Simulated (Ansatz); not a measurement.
# YSb (zincblende type): the cost of one run

Program: Ansatz 0.2.0. Level of theory: DFT LDA, with the methods named in each step. These are calculated values, not measurements.

## Step 1: The starting structure

The structure is cubic, space group F-43m (No. 216). The conventional cell has a = 6.214 Å, b = 6.214 Å, c = 6.214 Å, α = 90.00°, β = 90.00°, γ = 90.00°. Y (site symmetry -43m) has 4 Sb at 2.69 Å in its first shell of neighbours. Around Sb (site symmetry -43m) lie 4 Y at 2.69 Å.

Structure file:

```
Y Sb
1.0
     0.00000    3.10723    3.10723
     3.10723    0.00000    3.10723
     3.10723    3.10723    0.00000
Y Sb
1 1
Cartesian
  0.0000 0.0000 0.0000
  1.5536 1.5536 1.5536
```

Whether this phase is the stable one at these pressures isn't tested.

Atoms are numbered in the order of the input: Y1, Sb2.

## Step 2: Cell relaxed at zero pressure, PAW

input.yaml

```yaml
crystal:
  lattice:
    - [0.0, 3.107232506, 3.107232506]
    - [3.107232506, 0.0, 3.107232506]
    - [3.107232506, 3.107232506, 0.0]
  atoms:
    - { symbol: "Y", position: [0.0, 0.0, 0.0] }
    - { symbol: Sb, position: [0.25, 0.25, 0.25] }
kpoints:
  mp_grid: { grid: [12, 12, 12] }
scf:
  occupations: { method: fermi_dirac, width: 0.1 }
hamiltonian:
  xc: lda
  pseudopotentials: { kind: paw }
output:
  forces: true
  stress: true
  write_density: true
  write_potential: true
  elf: true
  volumetric_format: npy
relax:
  f_tol: 0.005
  max_steps: 40
  cell: {}
```

Started as:

```
$ ansatz run input.yaml --threads 1 --pin off --max-ram 2048MiB --backend cpu --events-out ev --progress --plain --runs-dir out
```

**Question.** How long does this run take on 1 thread of Arm Neoverse V1, shared host, and how much memory does it need?

About 72 s, with a peak of 0.43 GiB.
